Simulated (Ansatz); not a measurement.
# C6H12S: the cost of one run

Method: one geometry, several basis sets; program: Ansatz 0.2.0, Gaussian basis.

The runs, in order: PBE0-D4/def2-SVP; ωB97M-V/def2-SVP; PBE0-D4/def2-QZVPP; ωB97M-V/def2-QZVPP; the functionals' def2-TZVPP values are taken from earlier runs.

## (1) The geometry

The geometry comes from an earlier relaxation with PBE0-D4 in a triple-zeta def2 set; it is a stationary point, not always the lowest conformer.

SMILES `CSC1CCCC1`, 19 atoms, charge 0, spin multiplicity 1.

Atoms are counted from 1 here; the program's logs count them from 0.

Bond lengths: C1–S2 1.797 Å, C1–H8 1.090 Å, C1–H9 1.092 Å, C1–H10 1.091 Å, S2–C3 1.801 Å, C3–C4 1.532 Å, C3–C7 1.524 Å, C3–H11 1.097 Å, C4–C5 1.543 Å, C4–H12 1.091 Å, C4–H13 1.094 Å, C5–C6 1.537 Å, C5–H14 1.092 Å, C5–H15 1.092 Å, C6–C7 1.524 Å, C6–H16 1.092 Å, C6–H17 1.094 Å, C7–H18 1.095 Å and more. Angles: S2–C1–H8 107.0°, S2–C1–H9 111.0°, S2–C1–H10 111.8°, H8–C1–H9 108.6°, H8–C1–H10 108.6°, H9–C1–H10 109.8°, C1–S2–C3 100.6°, S2–C3–C4 110.1°, S2–C3–C7 116.6°, S2–C3–H11 107.7°, C4–C3–C7 103.7°, C4–C3–H11 109.5°, C7–C3–H11 109.0°, C3–C4–C5 105.5°, C3–C4–H12 111.5°, C3–C4–H13 109.3°, C5–C4–H12 113.2°, C5–C4–H13 110.4° and more.

## (2) PBE0-D4 in def2-SVP

in.yaml reads:

```yaml
crystal:
  periodic: [false, false, false]
  atoms:
    - {symbol: C, position_ang: [1.284219, -2.263084, -1.545326]}
    - {symbol: S, position_ang: [1.244641, -0.474828, -1.714767]}
    - {symbol: C, position_ang: [0.528899, -0.007248, -0.129799]}
    - {symbol: C, position_ang: [0.509830, 1.518590, 0.011154]}
    - {symbol: C, position_ang: [-0.650444, 1.828936, 0.980487]}
    - {symbol: C, position_ang: [-1.320259, 0.478216, 1.280757]}
    - {symbol: C, position_ang: [-0.921132, -0.411007, 0.108707]}
    - {symbol: H, position_ang: [1.772914, -2.656561, -2.437240]}
    - {symbol: H, position_ang: [1.865804, -2.560810, -0.670297]}
    - {symbol: H, position_ang: [0.280712, -2.685973, -1.482349]}
    - {symbol: H, position_ang: [1.155063, -0.440200, 0.659423]}
    - {symbol: H, position_ang: [1.471455, 1.900907, 0.355868]}
    - {symbol: H, position_ang: [0.320737, 1.969385, -0.967556]}
    - {symbol: H, position_ang: [-0.301449, 2.315868, 1.892928]}
    - {symbol: H, position_ang: [-1.360973, 2.513714, 0.512534]}
    - {symbol: H, position_ang: [-2.401855, 0.559951, 1.404997]}
    - {symbol: H, position_ang: [-0.922299, 0.057801, 2.209604]}
    - {symbol: H, position_ang: [-1.510261, -0.167317, -0.781787]}
    - {symbol: H, position_ang: [-1.045613, -1.476342, 0.312663]}
basis:
  gaussian: {orbitals: def2-SVP}
hamiltonian: {xc: pbe0, dispersion: d4}
output: {orbitals: {seedname: orbitals}}
```

On the command line:

```
$ ansatz run in.yaml --threads 2 --pin off --events-out ev --progress --plain --max-ram 32768MiB --backend cpu
```

What time and memory should one allow on 2 threads of AMD EPYC 7R13, shared host?

About 3.6 s, with a peak of 0.53 GiB.
